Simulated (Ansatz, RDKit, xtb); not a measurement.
# CH6GeOSSi: ranking a sample of isomers, part 2 of 2

Which of a sample of isomers of CH6GeOSSi is the most stable in the gas at 298.15 K, and what are its properties? The sample is small against all isomers, and the most stable one of this formula need not be in it.

xtb, Ansatz and PySCF; isolated molecules.

## Step 10: c244a at MP2/def2-TZVPP

The input, input.yaml:

```yaml
crystal:
  periodic: [false, false, false]
  atoms:
    - {symbol: C, position_ang: [1.605654, 2.240202, 1.180252]}
    - {symbol: Ge, position_ang: [1.558324, 0.212966, 1.259340]}
    - {symbol: O, position_ang: [0.607655, 2.919074, 1.220596]}
    - {symbol: S, position_ang: [-2.026623, 0.688094, 2.042197]}
    - {symbol: Si, position_ang: [-0.698977, -0.436352, 0.760579]}
    - {symbol: H, position_ang: [2.613354, 2.736167, 1.099049]}
    - {symbol: H, position_ang: [2.636372, -0.313302, 0.280460]}
    - {symbol: H, position_ang: [1.989266, -0.178751, 2.691539]}
    - {symbol: H, position_ang: [-0.936045, -1.876407, 1.058920]}
    - {symbol: H, position_ang: [-0.951376, -0.205405, -0.692975]}
    - {symbol: H, position_ang: [-1.399194, 1.862879, 1.780049]}
basis:
  gaussian: {orbitals: def2-TZVPP}
correlation: {method: mp2, frozen_orbitals: {Ge: 9, Si: 5, C: 1, S: 5, H: 0, O: 1}}
```

The run is started by

```console
$ ansatz run input.yaml --threads 2 --pin off --max-ram 5220MiB --events-out events.jsonl --progress --plain --runs-dir runs
```

The program printed:

```text
Warning: RAYON_NUM_THREADS=2 ignored (pool sized by the plan → 2); use --threads N
Functional definition: HF
  name "HF"
  exchange = exact_x
  correlation = 0
1659 factors; integrals over basis functions are off by at most 1.3e-3 eV
mean field evaluation 1: about -78313.9661 eV, gradient 3.6e1 eV
mean field evaluation 2: about -78314.2538 eV, gradient 3.6e1 eV
mean field evaluation 4: about -78317.7882 eV, gradient 4.5e0 eV
mean field evaluation 8: about -78317.8959 eV, gradient 4.6e-1 eV
mean field evaluation 16: about -78317.8977 eV, gradient 1.9e-6 eV
mean field -78317.89768715 eV, -2878.1296542249 hartree, gradient 1.9e-6 eV, S^2 0.000000; 0 other end points of the search recorded, 0 dependent functions left out
21 core orbitals not correlated: weight in the atoms' cores, before any rotation towards them, 1.000 or more for the frozen orbitals, at most 0.000 for the correlated occupied ones
reference -78317.89768715 eV, -2878.1296542249 hartree; 20, 20 occupied and 237, 237 virtual orbitals, 1659 factors
second order -25.76288505 eV of doubles, -0.00000000 eV of singles
Total energy: -78343.66057220 eV, -2879.0764227879 hartree
```

Wall time 9.6 s (2 threads of Intel Xeon 6975P-C (Granite Rapids), shared host); peak memory 0.79 GiB.

## Step 11: c149a at CCSD(T)/def2-SVP

The input, input.yaml:

```yaml
crystal:
  periodic: [false, false, false]
  atoms:
    - {symbol: C, position_ang: [-1.298971, 0.719092, -0.371525]}
    - {symbol: Ge, position_ang: [1.809812, 0.919478, 1.184200]}
    - {symbol: O, position_ang: [-1.500197, -0.007114, 0.575008]}
    - {symbol: S, position_ang: [0.415398, 3.546339, -1.127803]}
    - {symbol: Si, position_ang: [0.481211, 1.406952, -0.751749]}
    - {symbol: H, position_ang: [-2.153411, 1.017044, -1.045839]}
    - {symbol: H, position_ang: [0.972040, 0.713668, -1.983351]}
    - {symbol: H, position_ang: [0.004192, 3.433164, -2.413210]}
    - {symbol: H, position_ang: [1.161724, 1.543648, 2.434202]}
    - {symbol: H, position_ang: [3.230021, 1.496980, 1.014272]}
    - {symbol: H, position_ang: [1.911044, -0.606294, 1.368791]}
basis:
  gaussian: {orbitals: def2-SVP}
correlation: {method: ccsd_t, frozen_orbitals: {Ge: 9, Si: 5, C: 1, S: 5, H: 0, O: 1}}
```

The run is started by

```console
$ ansatz run input.yaml --threads 2 --pin off --max-ram 5220MiB --events-out events.jsonl --progress --plain --runs-dir runs
```

The program printed, cut to the lines that bear on the results:

```text
Warning: RAYON_NUM_THREADS=2 ignored (pool sized by the plan → 2); use --threads N
[... 2 set-up lines as earlier in the session ...]
[...]
1226 factors; integrals over basis functions are off by at most 1.4e-3 eV
[...]
mean field -78300.41563749 eV, -2877.4872007500 hartree, gradient 1.4e-6 eV, S^2 0.000000; 0 other end points of the search recorded, 0 dependent functions left out
21 core orbitals not correlated: weight in the atoms' cores, before any rotation towards them, 1.000 or more for the frozen orbitals, at most 0.000 for the correlated occupied ones
reference -78300.41563749 eV, -2877.4872007500 hartree; 20, 20 occupied and 85, 85 virtual orbitals, 1226 factors
second order -20.95825084 eV of doubles, -0.00000000 eV of singles
cycle   1  -21.46321047 eV  change   -5.0e-1 eV  update   1.3e-1
[...]
cycle   9  -22.34174920 eV  change   -3.7e-5 eV  update   4.0e-5
perturbative correction -0.71198439 eV, -0.0261649439 hartree
Total energy: -78323.46937108 eV, -2878.3344098330 hartree
```

Wall time 14 s (2 threads of Intel Xeon 6975P-C (Granite Rapids), shared host); peak memory 0.7 GiB.

## Step 12: Putting it together

Energies in kcal/mol from c515c; G adds the thermal terms to the CCSD(T)/def2-SVP + MP2/def2-TZVPP - MP2/def2-SVP energy. The columns left of the relaxed level are at the tight-binding geometries.

| label | SMILES | spin | GFN2-xTB | HF/STO-3G | r2SCAN-D4/def2-SVP | B3LYP/def2-SVP | HF/def2-SVP | MP2/def2-SVP | CCSD(T)/def2-SVP + MP2/def2-TZVPP - MP2/def2-SVP | G | share at equilibrium | T1 |
| --- | --- | --- | --- | --- | --- | --- | --- | --- | --- | --- | --- | --- |
| c515c | O=[CH][Ge@@H]([SiH3])[SH] | singlet | 0.0 | 0.0 | 0.0 | 0.0 | 0.0 | 0.0 | 0.0 | 0.0 | 49.6 % | 0.014 |
| c244a | O=[CH][GeH2][SiH2]S | singlet | 5.4 | -1.0 | -1.9 | -1.5 | -1.1 | -2.4 | -1.6 | 0.4 | 26.4 % | 0.014 |
| c149a | O=C[Si@@H](S)[GeH3] | singlet | 9.6 | -2.4 | 1.0 | -0.7 | -1.8 | -2.3 | -1.2 | 0.4 | 23.4 % | 0.013 |
| c536a | O=C[SiH2][GeH2][SH] | singlet | 2.8 | -1.4 | 1.3 | -0.1 | -0.7 | -1.0 | 0.6 | 2.7 | 0.5 % | 0.014 |

Lowest found: c515c, `O=[CH][Ge@@H]([SiH3])[SH]`, a singlet. Bond lengths: C1–Ge2 2.028 Å, C1–O3 1.205 Å, Ge2–S4 2.263 Å, Ge2–Si5 2.405 Å, C1–H6 1.126 Å, Ge2–H7 1.548 Å, Si5–H8 1.491 Å, Si5–H9 1.490 Å, Si5–H10 1.490 Å, S4–H11 1.354 Å. Some angles: C1–Ge2–S4 109.4°, C1–Ge2–Si5 107.3°, S4–Ge2–Si5 113.9°, Ge2–C1–O3 120.8°, C1–Ge2–H7 108.7°, S4–Ge2–H7 102.7°, Si5–Ge2–H7 114.6°, Ge2–C1–H6 118.1°, O3–C1–H6 121.1°, Ge2–S4–H11 95.0°.

```xyz
11

C    -0.3997   -1.8671    1.6958
Ge   -1.1645   -0.2448    0.7487
O     0.2477   -1.7444    2.7042
S    -0.7438   -0.4018   -1.4696
Si   -0.2097    1.7039    1.7862
H    -0.5803   -2.8810    1.2394
H    -2.7092   -0.3167    0.8090
H    -0.7243    2.9283    1.1091
H    -0.5707    1.7455    3.2313
H     1.2718    1.6428    1.6348
H     0.5867   -0.1803   -1.3525
```

## Step 13: Results

What follows sums up all 2 parts.

| quantity | value |
| --- | --- |
| lowest structure found | O=[CH][Ge@@H]([SiH3])[SH], singlet |
| next finalist | O=[CH][GeH2][SiH2]S, singlet, 0.4 kcal/mol higher in G |
| share at equilibrium, among the finalists | 49.6 % |
| funnel | 14 starts, 13 minima at GFN2-xTB, 11 screening runs, 4 relaxed, 4 ranked |
| CPU time of all runs | 13 min |

The lowest structure found is `O=[CH][Ge@@H]([SiH3])[SH]`. Its margin of 0.4 kcal/mol is inside the likely error of CCSD(T)/def2-SVP + MP2/def2-TZVPP - MP2/def2-SVP with harmonic terms (about 1.5 kcal/mol), so the order of the first two is not settled. The thermal terms turn the order: in electronic energy alone `O=[CH][GeH2][SiH2]S` is lowest. They come from GFN2-xTB, so the order rests on a rough term. With modes this soft, harmonic terms can't settle so small a difference. GFN2-xTB already puts its bonding pattern lowest among the structures in one piece; HF/STO-3G favours the singlet O=C[Si@@H](S)[GeH3] (c149b, not a finalist); r2SCAN-D4/def2-SVP, B3LYP/def2-SVP and MP2/def2-SVP favour the singlet O=[CH][GeH2][SiH2]S; HF/def2-SVP favours the singlet O=C[Si@@H](S)[GeH3]. The largest share of the time went into the relaxations (70 %). 5 minima inside the window were never screened. Lowest found is not proven lowest: the search is finite, and each finalist counts with one conformer. Only 4 drawn patterns were tried, so whole families of isomers are missing, and the result ranks this sample alone.
